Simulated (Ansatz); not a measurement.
The system is GaGe.

```xyz
2
Lattice="0.0000 2.8978 2.8978 2.8978 0.0000 2.8978 2.8978 2.8978 0.0000" Properties=species:S:1:pos:R:3 pbc="T T T"
Ge    0.0000    0.0000    0.0000
Ga    1.4489    1.4489    1.4489
```

The cell comes from a database or a generator and needn't be the stable form of this composition.

| Property | Result |
| --- | --- |
| Program | Ansatz 0.2.0 |
| Task | relaxation of cell and atoms |
| Functional | HSE06 |
| Potentials or basis | Ansatz PAW |
| Cutoff | 420 eV (not typed: the program's choice for these potentials) |
| k mesh | 4 × 4 × 4 |
| Occupations | fermi-dirac, width 0.05 eV |
| Spin | no spin polarisation |

At the start: volume 24.33 Å³/atom.

How do energy, volume and symmetry change on relaxing?

It ends after 4 steps and the volume is 23.54 Å³/atom (-3.3 %); space group F-43m (No. 216, to 0.05 Å).

The path:
```tsv
step	energy change (eV)	largest force (eV/Å)	volume (Å³)
1	0.0000	0.0000	48.67
2	-0.0091	0.0000	47.38
3	-0.0095	0.0000	47.08
4	-0.0088	0.0000	47.08
```

Final structure:
```xyz
2
Lattice="0.0000 2.8660 2.8660 2.8660 0.0000 2.8660 2.8660 2.8660 0.0000" Properties=species:S:1:pos:R:3 pbc="T T T"
Ge    0.0000    0.0000    0.0000
Ga    1.4330    1.4330    1.4330
```

Caveat: the k mesh is coarse (spacing up to 0.47 Å⁻¹), so the values aren't converged, least of all with exact exchange; the plane-wave basis is chosen anew once the cell has moved, so the energies of steps on either side of that aren't comparable; the PAW data sets come from PBE, with cores solved anew for the run's functional, which leaves a small shift of forces and pressure.
